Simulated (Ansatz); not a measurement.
Run this with Ansatz 0.2.0 through its Python package and show what comes out.

The script, `push.py`:
```python
import ansatz as az
import numpy as np
from pymatgen.core import Lattice, Structure
from pymatgen.io.ase import AseAtomsAdaptor

pmg_structure = Structure(
    Lattice([(0.0, 3.0755, 3.0755), (3.0755, 0.0, 3.0755), (3.0755, 3.0755, 0.0)]),
    ["La", "As"],
    [
        (0.5, 0.5, 0.5),
        (0.0, 0.0, 0.0),
    ],
)
xtal = az.Crystal.from_ase(AseAtomsAdaptor.get_atoms(pmg_structure))

inverse = np.linalg.inv(np.array(xtal.lattice.vectors))
home = np.array(xtal.sites[0].position)
values = np.linspace(-0.1, 0.1, 5)
energies, pulls = [], []
for shift in values:
    moved = xtal.move(0, to=home + shift * inverse[0])
    calc = (
        moved.calculation()
        .functional("r2SCAN")
        .basis(21 * az.Ha)
        .kpoints(7, 7, 7, center="gamma")
        .occupations("fermi_dirac", width=0.1)
        .forces()
    )
    report = calc.run(threads=1).report
    energies.append(report["free_energy_ev"])
    pulls.append(report["forces_ev_ang"][0][0])

print("shift (A)   dE (eV)   force along x (eV/A)")
for shift, e, f in zip(values, energies, pulls):
    print(f"{shift:8.3f} {e - energies[2]:10.5f} {f:12.4f}")
print(f"stiffness from energies {2 * np.polyfit(values, energies, 2)[0]:.3f}, from forces {-np.polyfit(values, pulls, 1)[0]:.3f} eV/A^2")
```

`python push.py` gives:
```text
shift (A)   dE (eV)   force along x (eV/A)
  -0.100    0.01499       0.3164
  -0.050    0.00358       0.1457
   0.000    0.00000       0.0000
   0.050    0.00358      -0.1457
   0.100    0.01499      -0.3164
stiffness from energies 3.017, from forces 3.114 eV/A^2
```

The curvature of the energy gives 3.017 eV/Å² and the slope of the force 3.114 eV/Å², a positive curvature.

The starting cell is as deposited in a crystallographic database; the results hold for this polymorph, which needn't be the stable one. All periodic images of the atom move with it, so the curvature is one diagonal element of the zone-centre force constants and no normal mode; a positive value doesn't exclude soft modes in which several atoms move. It ran for 55 s on 1 thread of Arm Neoverse V2 (shared host), peak memory 0.71 GiB.

(Lines on the test bed's own set-up are left out of the output.)
